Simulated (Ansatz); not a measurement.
# CH2AlF2: the cost of one run

All numbers below are computed with Ansatz 0.2.0 (RKS B3LYP-D4/6-31G*).

1 further run of the same task is left out (it didn't finish).

### Step 1. The starting structure

Bond lengths: F1–C2 1.462 Å, C2–Al3 1.933 Å, Al3–F4 1.704 Å, C2–H5 1.122 Å, Al3–H6 1.629 Å. Angles: F1–C2–Al3 113.0°, F1–C2–H5 102.1°, Al3–C2–H5 104.0°, C2–Al3–F4 119.6°, C2–Al3–H6 141.3°, F4–Al3–H6 99.1°.

Structure file:

```xyz
6

F    -0.2751    2.0866   -0.4943
C     0.2112    0.7656   -0.8883
Al    0.1568   -0.5218    0.5531
F     0.9607   -2.0137    0.3780
H    -0.5906    0.4196   -1.5926
H    -0.4629   -0.7362    2.0442
```

### Step 2. Relaxing end A

input.yaml

```yaml
crystal:
  periodic: [false, false, false]
  atoms:
    - { symbol: F, position_ang: [-0.27513, 2.08661, -0.49431] }
    - { symbol: C, position_ang: [0.21125, 0.76563, -0.88834] }
    - { symbol: Al, position_ang: [0.15676, -0.52183, 0.55307] }
    - { symbol: F, position_ang: [0.96066, -2.01374, 0.378] }
    - { symbol: H, position_ang: [-0.5906, 0.41959, -1.59259] }
    - { symbol: H, position_ang: [-0.46294, -0.73625, 2.04416] }
total_charge: -1
basis:
  gaussian: { orbitals: "6-31G*" }
hamiltonian:
  xc: b3lyp
  dispersion: d4
relax:
  f_tol: 0.015
  max_steps: 40
```

Command:

```sh
ansatz run input.yaml --threads 1 --pin off --max-ram 2048MiB --backend cpu --events-out ev --progress --plain --runs-dir out
```

Q: Estimate wall time and peak memory on 1 thread of Arm Neoverse V1, shared host.

About 28 s, with a peak of 0.13 GiB.
